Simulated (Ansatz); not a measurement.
**C2H5BBr radical: basis-set convergence**

How large a basis does C2H5BBr radical need? Two functionals are run in growing sets.

Program: Ansatz 0.2.0, Gaussian basis. Level of theory: one geometry, several basis sets. These are calculated values, not measurements.

The runs, in order: PBE0-D4/def2-SVP; ωB97M-V/def2-SVP; PBE0-D4/def2-QZVPP; ωB97M-V/def2-QZVPP; the functionals' def2-TZVPP values are taken from earlier runs.

### 1 Structure used throughout

All runs share one geometry, relaxed beforehand with PBE0-D4 in a triple-zeta def2 set.

9 atoms, charge 0, spin multiplicity 2.

Atoms are counted from 1 here; the program's logs count them from 0.

Bond lengths: C1–C2 1.525 Å, C1–H5 1.092 Å, C1–H6 1.092 Å, C1–H7 1.092 Å, C2–B3 1.546 Å, C2–H8 1.100 Å, C2–H9 1.100 Å, B3–Br4 1.891 Å. Angles: C2–C1–H5 111.1°, C2–C1–H6 111.1°, C2–C1–H7 111.3°, H5–C1–H6 107.3°, H5–C1–H7 107.9°, H6–C1–H7 107.9°, C1–C2–B3 116.8°, C1–C2–H8 110.9°, C1–C2–H9 110.9°, B3–C2–H8 106.6°, B3–C2–H9 106.6°, H8–C2–H9 104.2°, C2–B3–Br4 125.6°.

### 2 PBE0-D4 in def2-SVP

Input file in.yaml:

```yaml
crystal:
  periodic: [false, false, false]
  atoms:
    - {symbol: C, position_ang: [-0.333839, 1.062340, 0.382313]}
    - {symbol: C, position_ang: [0.360558, -0.190243, -0.140330]}
    - {symbol: B, position_ang: [-0.508974, -1.460824, -0.282791]}
    - {symbol: Br, position_ang: [0.093429, -3.142471, -0.902318]}
    - {symbol: H, position_ang: [-1.157740, 1.356719, -0.270680]}
    - {symbol: H, position_ang: [-0.750922, 0.894645, 1.377196]}
    - {symbol: H, position_ang: [0.360256, 1.903290, 0.446781]}
    - {symbol: H, position_ang: [0.812355, -0.006618, -1.126841]}
    - {symbol: H, position_ang: [1.213276, -0.463037, 0.499571]}
basis:
  gaussian: {orbitals: def2-SVP}
magnetization: {spin_polarized: true, initial_magnetization: 1}
hamiltonian: {xc: pbe0, dispersion: d4}
output: {orbitals: {seedname: orbitals}}
```

Further steps of the session: ωB97M-V in def2-SVP; PBE0-D4 in def2-QZVPP; ωB97M-V in def2-QZVPP.

**Question.** What will the summary of the whole plan be? Wanted: PBE0-D4: double and triple zeta above quadruple; ωB97M-V: double and triple zeta above quadruple.

The runs gave:

| quantity | value |
| --- | --- |
| PBE0-D4: double and triple zeta above quadruple | 13.09, 1.59 eV |
| ωB97M-V: double and triple zeta above quadruple | 13.19, 1.54 eV |

For PBE0-D4 the step from double to triple zeta gains 11.50 eV and the next only 1.59 eV. Total energies overstate the basis error of differences, where much of it tends to cancel.
